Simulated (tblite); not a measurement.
# C2H11PSSi2: the cost of one run

Programs: PySCF 2.14.0 with density-fitted response routines of our own, and tblite 0.8.0. All values are computed, except where a source is named. Atoms count from 0 throughout.

## Step 1: The molecule as given

17 atoms, charge 0, multiplicity 1; geometry from: force field or distance geometry start.

Bonds of the start (Å): C0–H6 1.10, C0–H7 1.10, C0–H8 1.09, C0–Si1 1.86, C4–H12 1.09, C4–H13 1.10, C4–H14 1.09, P5–H15 1.43, P5–H16 1.40, S2–Si3 2.15, Si1–H10 1.48, Si1–H9 1.47, Si1–S2 2.14, Si3–C4 1.85, Si3–H11 1.47, Si3–P5 2.22.

## Step 2: GFN2-xTB relaxation, start minimum

What the job is given:

```
{"job": {"xc": "GFN2-xTB", "basis": "xTB", "kind": "relax"}, "charge": 0, "multiplicity": 1}
C      3.379200     1.003100     0.428600
Si     1.747000     0.876300    -0.453800
S      0.586300    -0.648200     0.507500
Si    -1.163900    -0.409200    -0.720800
C     -2.109200    -2.003800    -0.691800
P     -2.438900     1.169500     0.173400
H      4.004500     1.772500    -0.036900
H      3.242500     1.286200     1.484500
H      3.925400     0.056700     0.401800
H      1.961000     0.484600    -1.856100
H      1.026400     2.163100    -0.389300
H     -0.808600    -0.053500    -2.101300
H     -1.519000    -2.818200    -1.110000
H     -3.019000    -1.924100    -1.297400
H     -2.401000    -2.284300     0.317700
H     -2.797200     0.472500     1.363600
H     -3.622500     0.868800    -0.521200
```

Run with:

```bash
$ OMP_NUM_THREADS=1 python ens_run.py task.json out
```

One launch serves the whole session.

**Question.** How long does this first job take on 1 thread of Arm Neoverse V1, shared host?

About 2.3 s.
